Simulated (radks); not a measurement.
# The Coulomb parameter U of the 4d shell of Tc

One table from this session's results is given with a row withheld; the runs are named, their logs left out.

The numbers are computed with radks (a radial shooting solver on a logarithmic mesh, Libxc functionals) version 1 (Dirac Kohn-Sham, PBE, spin-unpolarised, spherical densities, point nucleus; open shells are shared between the two j in proportion to 2j + 1), except any that are marked as measured or tabulated.

**The system**

* element: technetium (Z = 43)
* charge: 0
* electrons: 43
* configuration: [Kr] 4d5.5 5s1.5

The first run:

Settings of this run:

```text
Z 43
configuration [Kr] 4d5.5 5s1.5
relativity Dirac
functional pbe,pbe
spin unpolarised
j_filling average
nucleus point
c 137.035999084
```

Among the steps run: Start: [Kr] 4d5.5 5s1.5.

One table of the session follows, with a row left open; its other results are not shown here.

It belongs to the step «Start: [Kr] 4d5.5 5s1.5». Sizes of the orbitals, from the radial functions (bohr):

```
level     <r>  outermost maximum (interpolated)  90 % within  nodes
3d3/2  0.3970                             0.310        0.633      0
3d5/2  0.4005                             0.313        0.638      0
4s1/2   1.060                             0.950         1.54      3
4p1/2   1.156                              1.01         1.71      2
4p3/2   1.187                              1.03         1.76      2
4d3/2   1.761                              1.27         2.88      1
4d5/2   1.786                              1.29         2.93      1
5s1/2       ?                                 ?            ?      ?
```

Estimate the missing values for 5s1/2.

**Answer.** <r>: 3.391; outermost maximum (interpolated): 2.79; 90 % within: 5.12; nodes: 4. In the column «<r>» it is the highest.
